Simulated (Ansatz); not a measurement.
# Al2InN3: a trial structure relaxed

The task: take a trial cell of Al2InN3 to zero force and stress.

Method: DFT PBE, scalar-relativistic, plane waves, PAW, in Ansatz 0.2.0.

## (1) Starting point

The structure is hexagonal, space group P-62m (No. 189). The conventional cell has a = 4.544 Å, b = 4.544 Å, c = 5.152 Å, α = 90.00°, β = 90.00°, γ = 120.00°. Al (site symmetry -6) has 3 Al at 2.62 Å and 6 N at 2.90 Å in its first shell of neighbours. Around In (site symmetry -62m) lie 3 N at 2.07 Å. Around N (site symmetry m2m) lie 2 In at 2.07 to 2.47 Å and 4 Al at 2.90 Å.

Coordinates:

```cif
data_structure
_symmetry_space_group_name_H-M 'P 1'
_symmetry_Int_Tables_number 1
_cell_length_a 4.5444
_cell_length_b 4.5444
_cell_length_c 5.1519
_cell_angle_alpha 90.000
_cell_angle_beta 90.000
_cell_angle_gamma 120.000
_cell_volume 92.14
loop_
_atom_site_label
_atom_site_type_symbol
_atom_site_fract_x
_atom_site_fract_y
_atom_site_fract_z
_atom_site_occupancy
Al1 Al 0.33333 0.66667 0.50000 1
Al2 Al 0.66667 0.33333 0.50000 1
In1 In 0.00000 0.00000 0.00000 1
N1 N 0.45638 0.00000 0.00000 1
N2 N 0.00000 0.45638 0.00000 1
N3 N 0.54362 0.54362 0.00000 1
```

The cell is invented: random cell by space group and Wyckoff sites (P-62m, No. 189). Its size is a rough estimate.

## (2) Probe: one point on a coarse mesh

input.yaml reads:

```yaml
crystal:
  lattice:
    - [4.54439328, 0.0, 0.0]
    - [-2.27219664, 3.93556002, 0.0]
    - [0.0, 0.0, 5.15188109]
  atoms:
    - { symbol: Al, position: [0.33333333, 0.66666667, 0.5] }
    - { symbol: Al, position: [0.66666667, 0.33333333, 0.5] }
    - { symbol: In, position: [0.0, 0.0, 0.0] }
    - { symbol: "N", position: [0.45637945, 0.0, 0.0] }
    - { symbol: "N", position: [0.0, 0.45637945, 0.0] }
    - { symbol: "N", position: [0.54362055, 0.54362055, 0.0] }
basis:
  ecutwfc: 420
kpoints:
  mp_grid: { grid: [6, 6, 4] }
hamiltonian:
  xc: pbe
scf:
  occupations: { method: gaussian, width: 0.1 }
  lower_state_search: "off"
output:
  forces: true
  stress: true
  eigenvalues: true
```

Launch:

```bash
> ansatz run input.yaml --threads 1 --pin off --max-ram 2560MiB --backend cpu --events-out ev --progress --plain --runs-dir out
```

Further runs follow: spin check on a coarse mesh; a loose first relaxation; another rough relaxation; final relaxation.

**Question.** What will these runs give? Wanted: conventional cell; volume; energy over the elements; gap on the mesh.

The runs gave:

| quantity | value |
| --- | --- |
| symmetry at the end (tolerance 0.05 Å) | space group P-62m (No. 189) |
| conventional cell | a = 5.250 Å, b = 5.250 Å, c = 2.748 Å, α = 90.00°, β = 90.00°, γ = 120.00° |
| volume | 10.93 Å³/atom |
| energy over the elements (uncorrected; H, N, O, F and Cl as molecules) | -0.16 eV/atom |
| gap on the mesh | none (metal) |

What this shows: The space group P-62m (No. 189) is kept, and the volume per atom shrinks by 28.8 % from the first guess. A negative formation energy is needed for stability but isn't enough; other structures and compounds were not set against it here. No finished test with a distortion of lower symmetry is shown, so the end may be a saddle point. Some metallic runs here have no spin polarisation while others do; where cell and settings agree, the difference is what magnetism gains. Other magnetic orders were not searched.
